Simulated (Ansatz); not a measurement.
Runs of Ansatz 0.2.0 on CsLiCr2Te2S3. It takes space group Cm (No. 8, monoclinic). Conventional cell: a = 6.843 Å, b = 10.361 Å, c = 7.978 Å, α = 90.00°, β = 111.21°, γ = 90.00°. Around Cs (site symmetry m) lie 5 S at 3.58 to 3.92 Å and 1 Li at 4.01 Å. Li (site symmetry m) is surrounded by 3 S at 2.42 to 2.56 Å. Around Cr (site symmetry 1) lie 3 S at 2.20 to 2.25 Å and 1 Te at 2.51 Å. Te (site symmetry 1) is surrounded by 1 Cr at 2.51 Å. S (site symmetry 1) has 2 Cr at 2.24 to 2.25 Å and 1 Li at 2.56 Å as nearest neighbours. S (site symmetry m) has 2 Cr at 2.20 Å and 1 Li at 2.42 Å as nearest neighbours. The cell was built by a generator and needn't be a form met in nature.

| task | level | potentials or basis | U | cell | k mesh | cutoff (eV) | hubbard projectors | double counting | points for each segment of the path | temperature | mesh quality | gap on the mesh (eV) | pressure (GPa) | moment (μB) | largest force (eV/Å) |
| --- | --- | --- | --- | --- | --- | --- | --- | --- | --- | --- | --- | --- | --- | --- | --- |
| projected density of states | PBE+U | Ansatz PAW | Cr d U = 6 eV | as given | 5 × 5 × 4 | 420 | ortho-atomic (the default) | fll (the default) | - | - | not flagged | none | 5.0 | 5.97 | (c) |
| band structure | RPBE | Ansatz PAW | - | as given | 5 × 5 × 4 | 420 | - | - | 10 | - | not flagged | none | (b) | 4.01 | 0.18 |
| relaxation of cell and atoms | RPBE | Ansatz PAW | - | relaxed | 4 × 4 × 3 | 420 | - | - | - | - | not flagged | none | 0.0 | 4.03 | 0.01 |
| single point | PBE | JTH PAW | - | as given | 5 × 5 × 4 | 1230 | - | - | - | - | not flagged | none | 0.1 | 4.01 | 0.07 |
| projected density of states | PBE+U | Ansatz PAW | Cr d U = 2 eV | as given | 5 × 5 × 4 | 420 | ortho-atomic (the default) | fll (the default) | - | - | not flagged | none | (d) | 4.72 | 0.82 |
| projected density of states | PBE+U | Ansatz PAW | Cr d U = 8 eV | as given | 5 × 5 × 4 | 420 | ortho-atomic (the default) | fll (the default) | - | - | not flagged | none | 6.3 | 6.07 | 3.02 |
| projected density of states | PBE+U | Ansatz PAW | Cr d U = 4 eV | as given | 5 × 5 × 4 | 420 | ortho-atomic (the default) | fll (the default) | - | - | not flagged | none | (a) | 5.59 | 1.94 |

Alike in all rows: spin collinear, ferromagnetic start; smearing fermi-dirac 0.05 eV.

Task: Estimate the missing entries.

Result: (a) 3.6; (b) 1.7; (c) 2.64; (d) 1.8.

Caveats: only a ferromagnetic start was run, and an antiferromagnetic order may lie lower in energy; the magnetic or orbital state may not be the lowest (some runs); forces of over 1 eV/Å show positions far from the minimum, so gaps and moduli don't describe the material at rest (some runs); the PAW data sets come from PBE, with cores solved anew for the run's functional, which leaves a small shift of forces and pressure (some runs); spin-orbit coupling is left out, which moves the levels of the heavy elements (some runs); the plane-wave basis is chosen anew once the cell has moved, so the energies of steps on either side of that aren't comparable (some runs).

A k mesh can miss the band edges, and the runs leave out spin-orbit coupling on Cs, Te.

A gap of «none» marks a metal or a gap under the smearing width.

The runs don't all hold the same shells in valence.
